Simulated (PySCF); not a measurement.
# The bond of CaBe, level by level

What are the lowest state that PBE0 finds, the bond length, vibrational wavenumber and bond energy of CaBe, and how much do these hang on the method?

Program: PySCF 2.14.0. Level of theory: Ca x2c-SVPall, Be x2c-SVPall, spin-free X2C with a Gaussian nucleus. These are calculated values, not measurements.

### Step 1. Set-up

Settings of the job:

```json
{
  "atoms": "Ca, Be",
  "charge": "0",
  "basis": "Ca x2c-SVPall, Be x2c-SVPall",
  "Hamiltonian": "spin-free X2C with a Gaussian nucleus",
  "basis functions": "33",
  "electrons treated": "24",
  "masses in u": "39.9626, 9.0122",
  "levels": "PBE0, PBE, r²SCAN, B2PLYP, r²SCAN0, M06-2X, HSE06, HF, MP2, SCS-MP2, CCSD, CCSD(T)",
  "grid": "80 radial by 434 angular points",
  "occupations": "held fixed by the projection of orbital angular momentum",
  "dissociation limit": "Ca + Be, each in its ground configuration",
  "starting distance in angstrom": "2.550",
  "values of 2S to try": "0, 2"
}
```

Launch:

```bash
$ OMP_NUM_THREADS=1 python dia.py task.json out
```

Further steps of the session: PBE0 along the bond; Higher solutions at PBE0; PBE; r²SCAN (meta-GGA); B2PLYP; r²SCAN0 (hybrid meta-GGA); M06-2X; HSE06 (range-separated hybrid); RHF (mean field); Correlated methods on the Hartree–Fock reference.

Before running it: what results should come out? Wanted: for each run, Re; ωe; De; μ.

**Answer**, as computed:

Lowest PBE0 solution found, without spin–orbit coupling: ¹Σ⁺ (singlet), closed shell. The other levels ran on it alone.

| level | Re (Å) | ωe (cm⁻¹) | De (eV) | μ (D) |
| --- | --- | --- | --- | --- |
| RHF-MP2 | 4.099 | 50.2 | 0.042 | n/a |
| PBE | 3.267 | 193.5 | 0.347 | -1.13 |
| r²SCAN | 3.309 | 187.5 | 0.319 | -1.10 |
| PBE0 | 3.359 | 167.9 | 0.246 | -0.90 |
| r²SCAN0 | 3.394 | 162.3 | 0.232 | -0.90 |
| HSE06 | 3.346 | 171.1 | 0.261 | -0.94 |
| M06-2X | 3.520 | 123.2 | 0.141 | -0.33 |
| B2PLYP | 3.553 | 112.1 | 0.075 | -0.37 |

De is counted to Ca + Be in their ground configurations. A positive dipole means Ca(−)Be(+). No constants: RHF (no minimum is bracketed among the points kept); RHF-SCS-MP2 (no minimum is bracketed among the points kept); RHF-CCSD (no minimum is bracketed among the points kept); RHF-CCSD(T) (no minimum is bracketed among the points kept).

What this shows: The methods spread over 0.832 Å in bond length, from PBE to RHF-MP2. Among the levels with a De in the table, it runs from 0.042 eV (RHF-MP2) to 0.347 eV (PBE).

Correlated steps freeze 5 core orbitals. B2PLYP dipoles, levels and charges come from its SCF part alone. The bond is weak, and basis-set superposition, which was not computed, may be a sizeable part of it.
